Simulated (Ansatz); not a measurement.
# C2H6AlF: a ladder of functionals and wavefunction methods

One table from this session's results is given with a row withheld; the runs are named, their logs left out.

Computed with Ansatz 0.2.0, Gaussian basis. Level: functionals in def2-TZVPP, the program's frozen cores in correlated methods.

Levels to be run: LDA (SPW92), PBE-D4, revPBE-D4, BLYP-D4, r2SCAN-D4, B97M-V, PBE0-D4, B3LYP-D4, r2SCANh-D4, r2SCAN0-D4, HSE06-D4, BHLYP-D4, CAM-B3LYP-D4, LC-ωPBE, ωB97X-V, ωB97M-V, B2PLYP, PBE-QIDH; CCSD(T)/def2-SVP; CCSD(T)/def2-TZVPP; MP2/def2-QZVPP; extrapolation to the limit; RPA on PBE.

**Structure used throughout**

All runs share one geometry, relaxed beforehand with PBE0-D4 in a triple-zeta def2 set.

10 atoms, charge 0, spin multiplicity 1.

Atoms are counted from 1 here; the program's logs count them from 0.

Bond lengths: F1–Al4 1.668 Å, C2–C3 1.338 Å, C2–H5 1.086 Å, C2–H6 1.084 Å, C3–H7 1.086 Å, C3–H8 1.084 Å, Al4–H9 1.586 Å, Al4–H10 1.586 Å. Angles: C3–C2–H5 121.3°, C3–C2–H6 121.7°, H5–C2–H6 117.0°, C2–C3–H7 121.3°, C2–C3–H8 121.7°, H7–C3–H8 117.0°, F1–Al4–H9 116.7°, F1–Al4–H10 116.7°, H9–Al4–H10 121.9°.

Set-up of the first run:

Contents of in.yaml:

```yaml
crystal:
  periodic: [false, false, false]
  atoms:
    - {symbol: F, position_ang: [0.118910, 1.379842, -1.754856]}
    - {symbol: C, position_ang: [-0.487460, 0.260282, 1.079452]}
    - {symbol: C, position_ang: [0.804577, -0.047698, 0.919433]}
    - {symbol: Al, position_ang: [-0.208013, -0.207290, -1.358159]}
    - {symbol: H, position_ang: [-0.858167, 1.260589, 0.878226]}
    - {symbol: H, position_ang: [-1.204188, -0.465063, 1.446613]}
    - {symbol: H, position_ang: [1.523723, 0.692963, 0.583626]}
    - {symbol: H, position_ang: [1.187221, -1.035149, 1.150091]}
    - {symbol: H, position_ang: [0.942484, -1.262142, -1.636637]}
    - {symbol: H, position_ang: [-1.735888, -0.627536, -1.304691]}
basis:
  gaussian: {orbitals: def2-TZVPP}
hamiltonian: {xc: lda}
output: {orbitals: {seedname: orbitals}}
```

The run is started by

```
$ ansatz run in.yaml --threads 2 --pin off --events-out ev --progress --plain --max-ram 4352MiB
```

Among the steps run: LDA; PBE-D4 (GGA); revPBE-D4 (GGA); BLYP-D4 (GGA); r2SCAN-D4 (meta-GGA); B97M-V (meta-GGA); PBE0-D4 (hybrid); B3LYP-D4 (hybrid); r2SCANh-D4 (hybrid); r2SCAN0-D4 (hybrid); HSE06-D4 (hybrid); BHLYP-D4 (hybrid); CAM-B3LYP-D4 (range-separated); LC-ωPBE (range-separated); ωB97X-V (range-separated); ωB97M-V (range-separated); B2PLYP (double hybrid); PBE-QIDH (double hybrid).

One of the session's tables, all rows but one given; the rest of the session is left out.

It belongs to the step «Frontier levels by functional». 

| functional | HOMO (eV) | LUMO (eV) | gap (eV) |
| --- | --- | --- | --- |
| LDA (SPW92) | -6.93 | -2.68 | 4.25 |
| PBE-D4 | -6.86 | -2.48 | 4.38 |
| revPBE-D4 | -6.81 | -2.40 | 4.41 |
| BLYP-D4 | -6.77 | -2.33 | 4.45 |
| r2SCAN-D4 | -7.16 | -2.29 | 4.87 |
| B97M-V | -7.23 | -2.25 | 4.98 |
| PBE0-D4 | -8.12 | -1.47 | 6.65 |
| B3LYP-D4 | -7.95 | -1.69 | 6.26 |
| r2SCANh-D4 | -7.62 | -1.92 | 5.70 |
| r2SCAN0-D4 | -8.32 | -1.37 | 6.96 |
| HSE06-D4 | -7.72 | -1.86 | 5.86 |
| BHLYP-D4 | -9.35 | -0.33 | 9.03 |
| CAM-B3LYP-D4 | -9.53 | -0.29 | 9.24 |
| LC-ωPBE | -10.89 | 0.85 | 11.74 |
| ωB97X-V | ? | ? | ? |
| ωB97M-V | -10.32 | 0.66 | 10.98 |

**Question.** Estimate the row for ωB97X-V.

**Answer.** HOMO (eV): -10.54; LUMO (eV): 0.79; gap (eV): 11.34. In the column «HOMO (eV)» it lies between LC-ωPBE (-10.89) and ωB97M-V (-10.32).
